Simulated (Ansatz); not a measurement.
# Ge: the cost of one run

Method: reference: DFT r2SCAN, plane waves, PAW, scalar-relativistic, no spin polarisation, in Ansatz 0.2.0.

## 1. Starting point

The structure is tetragonal, space group I4_1/amd (No. 141). Conventional cell: a = 5.211 Å, b = 5.211 Å, c = 2.845 Å, α = 90.00°, β = 90.00°, γ = 90.00°. Around Ge (site symmetry -4m2) lie 6 Ge at 2.70 to 2.84 Å.

As a file:

```
CELL_PARAMETERS angstrom
0.00000 0.00000 2.84455
2.60543 -2.60543 1.42228
2.60543 2.60543 -1.42228
ATOMIC_POSITIONS crystal
Ge 0.00000 0.00000 0.00000
Ge 0.75000 0.50000 0.50000
```

## 2. The reference run

input.yaml

```yaml
crystal:
  lattice:
    - [0.0, 0.0, 2.844552]
    - [2.605438, -2.605429, 1.422276]
    - [2.605438, 2.605429, -1.422276]
  atoms:
    - { symbol: Ge, position: [0.0, 0.0, 0.0] }
    - { symbol: Ge, position: [0.75, 0.5, 0.5] }
  symmetry: { tolerance: 0.0003 }
kpoints:
  mp_grid: { grid: [7, 7, 7], shift: [0, 0, 0] }
magnetization:
  spin_polarized: false
scf:
  occupations: { method: gaussian, width: 0.2674 }
hamiltonian:
  pseudopotentials: { kind: paw }
  xc: r2scan
basis:
  ecutwfc: 500
output:
  forces: true
  stress: true
  eigenvalues: true
```

Started as:

```bash
> ansatz run input.yaml --threads 1 --pin off --max-ram 2560MiB --backend cpu --events-out ev --progress --plain --runs-dir out
```

Q: Estimate wall time and peak memory on 1 thread of Arm Neoverse V2, shared host.

About 3.1 s, with a peak of 0.39 GiB.
